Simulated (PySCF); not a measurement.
# TiNH2Cl3 (SMILES [NH2][Ti]([Cl])([Cl])[Cl]) at 5 levels

Aim: a comparison of 5 runs (B3LYP/6-31G*, B2PLYP/def2-SVP, CAM-B3LYP/def2-SVP, wB97M-V/def2-SVP, wB97X/def2-SVP) of TiNH2Cl3. Input form: a Python script.

The calculation is run with PySCF 2.14.0.

2 further runs of the same task are left out: 2 set aside as unsound or not needed.

## 1. The molecule

TiNH2Cl3: 7 atoms, total charge 0, spin state singlet. As SMILES, `[NH2][Ti]([Cl])([Cl])[Cl]`. The coordinates come from a PBE0-D4/def2-TZVP relaxation.

Bond lengths: N1–Ti2 1.838 Å, Ti2–Cl3 2.181 Å, Ti2–Cl4 2.192 Å, Ti2–Cl5 2.181 Å, N1–H6 1.012 Å, N1–H7 1.012 Å. Angles: N1–Ti2–Cl3 107.1°, N1–Ti2–Cl4 109.3°, N1–Ti2–Cl5 107.2°, Cl3–Ti2–Cl4 109.6°, Cl3–Ti2–Cl5 114.1°, Cl4–Ti2–Cl5 109.4°, Ti2–N1–H6 124.2°, Ti2–N1–H7 124.2°, H6–N1–H7 111.5°.

## 2. The energy at B3LYP/6-31G(d) (spherical functions) (run 1)

mol.xyz reads:

```xyz
7

N     -0.676400     0.479600     0.813100
Ti     0.416000    -0.273300    -0.459100
Cl     1.922500    -1.442100     0.599700
Cl    -0.771400    -1.594700    -1.742800
Cl     1.232300     1.358700    -1.654500
H     -1.200200     1.334700     0.679200
H     -0.861700     0.068900     1.718900
```

job.py reads:

```python
# [NH2][Ti]([Cl])([Cl])[Cl]
from pyscf import gto, dft

mol = gto.M(
    atom='mol.xyz',
    verbose=3,
    basis='6-31g*',
    max_memory=1860,
    spin=0,
)

calc0 = dft.RKS(mol)
calc0.xc = 'b3lyp'
calc0.conv_tol = 1e-10
calc0.grids.level = 5
calc0.kernel()
if not calc0.converged:
    calc0 = calc0.newton().run(calc0.mo_coeff, calc0.mo_occ)

etot = calc0.e_tot
print('E(%s) = %.9f' % ('B3LYP', etot))
```

Command:

```bash
$ OMP_NUM_THREADS=1 python job.py
```

The log of the run:

```text
converged SCF energy = -2286.19035670812
E(B3LYP) = -2286.190356708
```

Run time: 33 s. Hardware: 1 thread of Intel Xeon at 2.70GHz, shared host; peak memory 0.58 GiB.

## 3. The energy at B2PLYP/def2-SVP (run 2)

job.py reads:

```python
# [NH2][Ti]([Cl])([Cl])[Cl]
from pyscf import gto, dft, mp

molecule = gto.M(
    atom=[
    ('N', (-0.676400, 0.479600, 0.813100)),
    ('Ti', (0.416000, -0.273300, -0.459100)),
    ('Cl', (1.922500, -1.442100, 0.599700)),
    ('Cl', (-0.771400, -1.594700, -1.742800)),
    ('Cl', (1.232300, 1.358700, -1.654500)),
    ('H', (-1.200200, 1.334700, 0.679200)),
    ('H', (-0.861700, 0.068900, 1.718900)),
],
    verbose=4,
    basis='def2-svp',
    max_memory=1860,
)

myscf = dft.RKS(molecule)
myscf.xc = '0.53*HF + 0.47*B88, 0.73*LYP'
myscf.conv_tol = 1e-10
myscf.grids.level = 5
myscf.kernel()
if not myscf.converged:
    myscf = myscf.newton().run(myscf.mo_coeff, myscf.mo_occ)

pt = mp.MP2(myscf, frozen=21).run()
e_tot = myscf.e_tot + 0.27 * pt.e_corr
print('PT2 part  %.8f' % (0.27 * pt.e_corr))
print('E(%s) = %.9f' % ('B2PLYP', e_tot))
```

Command:

```bash
$ OMP_NUM_THREADS=1 python job.py
```

The log of the run:

```text
PySCF version 2.14.0

[... 83 lines left out ...]
converged SCF energy = -2284.66891257276
[... 1 line left out ...]
******** <class 'pyscf.mp.mp2.RMP2'> ********
nocc = 20, nmo = 88
frozen orbitals 21
E(RMP2) = -2285.81850257056  E_corr = -1.14958999779503
E(SCS-RMP2) = -2285.7540821346  E_corr = -1.08516956183757
E_corr(same-spin) = -0.339621271749772
E_corr(oppo-spin) = -0.809968726045257
PT2 part  -0.31038930
E(B2PLYP) = -2284.979301872
```

It took 30 s on 1 thread of Intel Xeon at 2.70GHz, shared host; peak memory 0.6 GiB.

Run 3 isn't shown in full; the table further down has it.

## 4. A single-point energy at wB97M-V/def2-SVP (run 4)

input.xyz reads:

```xyz
7
Cl3H2NTi
N     -0.676400     0.479600     0.813100
Ti     0.416000    -0.273300    -0.459100
Cl     1.922500    -1.442100     0.599700
Cl    -0.771400    -1.594700    -1.742800
Cl     1.232300     1.358700    -1.654500
H     -1.200200     1.334700     0.679200
H     -0.861700     0.068900     1.718900
```

input.py reads:

```python
from pyscf import gto, dft

molecule = gto.Mole()
molecule.atom = 'input.xyz'
molecule.spin = 0
molecule.verbose = 3
molecule.basis = 'def2-svp'
molecule.max_memory = 1860
molecule.build()

mf = dft.RKS(molecule)
mf.xc = 'wb97m-v'
mf.grids.level = 5
mf.nlcgrids.level = 1
mf.conv_tol = 1e-10
mf.kernel()
if not mf.converged:
    mf = mf.newton().run(mf.mo_coeff, mf.mo_occ)

etot = mf.e_tot
print('E(%s) = %.9f' % ('WB97M-V', etot))
```

Command:

```bash
$ OMP_NUM_THREADS=1 python input.py
```

The log of the run:

```text
converged SCF energy = -2285.52852471882
E(WB97M-V) = -2285.528524719
```

It took 2.8 min on 1 thread of Intel Xeon at 2.70GHz, shared host; peak memory 0.61 GiB.

## 5. A single-point energy at wB97X/def2-SVP (run 5)

job.py reads:

```python
from pyscf import gto, dft

mol = gto.Mole()
mol.atom = '''
N     -0.676400     0.479600     0.813100
Ti     0.416000    -0.273300    -0.459100
Cl     1.922500    -1.442100     0.599700
Cl    -0.771400    -1.594700    -1.742800
Cl     1.232300     1.358700    -1.654500
H     -1.200200     1.334700     0.679200
H     -0.861700     0.068900     1.718900
'''
mol.verbose = 3
mol.basis = 'def2-svp'
mol.max_memory = 1860
mol.spin = 0
mol.build()

myscf = dft.RKS(mol, xc='wb97x')
myscf.grids.level = 5
myscf.conv_tol = 1e-10
myscf.kernel()
if not myscf.converged:
    myscf = myscf.newton().run(myscf.mo_coeff, myscf.mo_occ)

energy = myscf.e_tot
print('Final energy', energy)
```

Command:

```bash
$ OMP_NUM_THREADS=1 python job.py
```

The log of the run:

```text
converged SCF energy = -2285.6456485123
Final energy -2285.645648512299
```

Wall time 52 s (1 thread of Intel Xeon at 2.70GHz, shared host); peak memory 0.61 GiB.

## 6. All runs side by side

| run | level | frozen core orbitals | nlc grid | energy (Eh) | dipole moment (D) | HOMO energy (eV) | LUMO energy (eV) | wall time |
| --- | --- | --- | --- | --- | --- | --- | --- | --- |
| 1 | B3LYP/6-31G* (spherical functions) | – | – | -2286.190357 | 3.48 | -8.21 | -3.50 | 33 s |
| 2 | B2PLYP/def2-SVP | 21 | – | -2284.979302 | 3.20 | -9.54 | -1.69 | 30 s |
| 3 | CAM-B3LYP/def2-SVP | – | – | -2285.710964 | 3.20 | -9.64 | -1.97 | 50 s |
| 4 | wB97M-V/def2-SVP | – | 1 | -2285.528525 | 3.21 | -10.56 | -0.89 | 2.8 min |
| 5 | wB97X/def2-SVP | – | – | -2285.645649 | 3.33 | -10.77 | -1.08 | 52 s |

## 7. What came out

| quantity | value |
| --- | --- |
| run 5: total energy | -2285.64565 Eh |
| run 5: dipole moment | 3.33 D |
| run 5: HOMO energy | -10.77 eV |
| run 5: LUMO energy | -1.08 eV |
| run 5: HOMO–LUMO gap | 9.68 eV |

In words: The dipole moment (its size) runs from 3.20 D (CAM-B3LYP/def2-SVP) to 3.48 D (B3LYP/6-31G*). The two ends differ in method and basis. The HOMO–LUMO gap runs from 4.71 eV (B3LYP/6-31G*) to 9.68 eV (wB97X/def2-SVP). Totals of different functionals can't be ranked against each other. All runs together took 5.5 min, the longest 2.8 min.
